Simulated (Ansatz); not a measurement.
# AlBClH6NSi: basis-set convergence

One table from this session's results is given with a row withheld; the runs are named, their logs left out.

The runs use Ansatz 0.2.0, Gaussian basis; one geometry, several basis sets.

Levels to be run: PBE0-D4/def2-SVP; ωB97M-V/def2-SVP; PBE0-D4/def2-QZVPP; ωB97M-V/def2-QZVPP; the functionals' def2-TZVPP values are taken from earlier runs.

## The geometry

The geometry comes from an earlier relaxation with PBE0-D4 in a triple-zeta def2 set; it is a stationary point, not always the lowest conformer.

SMILES `[SiH3][NH][AlH][BH]Cl`, 11 atoms, charge 0, spin multiplicity 1.

Atoms are counted from 1 here; the program's logs count them from 0.

Bond lengths: Si1–N2 1.723 Å, Si1–H6 1.489 Å, Si1–H7 1.492 Å, Si1–H8 1.490 Å, N2–Al3 1.788 Å, N2–H9 1.011 Å, Al3–B4 2.131 Å, Al3–H10 1.588 Å, B4–Cl5 1.755 Å, B4–H11 1.197 Å. Angles: N2–Si1–H6 113.2°, N2–Si1–H7 106.1°, N2–Si1–H8 112.9°, H6–Si1–H7 108.6°, H6–Si1–H8 107.4°, H7–Si1–H8 108.6°, Si1–N2–Al3 124.6°, Si1–N2–H9 116.3°, Al3–N2–H9 119.1°, N2–Al3–B4 115.3°, N2–Al3–H10 117.6°, B4–Al3–H10 127.1°, Al3–B4–Cl5 118.7°, Al3–B4–H11 127.6°, Cl5–B4–H11 113.7°.

The first run:

Contents of in.yaml:

```yaml
crystal:
  periodic: [false, false, false]
  atoms:
    - {symbol: Si, position_ang: [-1.090866, -0.524492, 1.237354]}
    - {symbol: N, position_ang: [0.358254, 0.406044, 1.186240]}
    - {symbol: Al, position_ang: [1.320516, 0.704350, -0.290911]}
    - {symbol: B, position_ang: [0.537948, -0.157456, -2.075720]}
    - {symbol: Cl, position_ang: [-0.454633, 0.837709, -3.126314]}
    - {symbol: H, position_ang: [-2.282781, 0.269476, 1.646520]}
    - {symbol: H, position_ang: [-1.308514, -1.026358, -0.150510]}
    - {symbol: H, position_ang: [-0.997896, -1.692666, 2.157057]}
    - {symbol: H, position_ang: [0.662004, 0.811579, 2.061488]}
    - {symbol: H, position_ang: [2.631029, 1.590493, -0.149226]}
    - {symbol: H, position_ang: [0.690140, -1.275479, -2.475376]}
basis:
  gaussian: {orbitals: def2-SVP}
hamiltonian: {xc: pbe0, dispersion: d4}
output: {orbitals: {seedname: orbitals}}
```

On the command line:

```sh
$ ansatz run in.yaml --threads 4 --pin off --events-out ev --progress --plain --max-ram 10444MiB
```

Among the steps run: PBE0-D4 in def2-SVP; ωB97M-V in def2-SVP; PBE0-D4 in def2-QZVPP; ωB97M-V in def2-QZVPP.

One of the session's tables, all rows but one given; the rest of the session is left out.

It belongs to the step «Functionals by basis». 

```
functional       basis  HOMO (eV)  LUMO (eV)
   PBE0-D4    def2-SVP      -7.17      -1.97
   PBE0-D4  def2-TZVPP      -7.27      -2.12
   PBE0-D4  def2-QZVPP      -7.29      -2.15
   ωB97M-V    def2-SVP          ?          ?
   ωB97M-V  def2-TZVPP      -9.39      -0.12
   ωB97M-V  def2-QZVPP      -9.42      -0.20
```

Q: Estimate the row for ωB97M-V, def2-SVP from the others.

**Answer.** HOMO (eV): -9.26; LUMO (eV): 0.10. In the column «HOMO (eV)» it lies between ωB97M-V, def2-TZVPP (-9.39) and PBE0-D4, def2-QZVPP (-7.29).
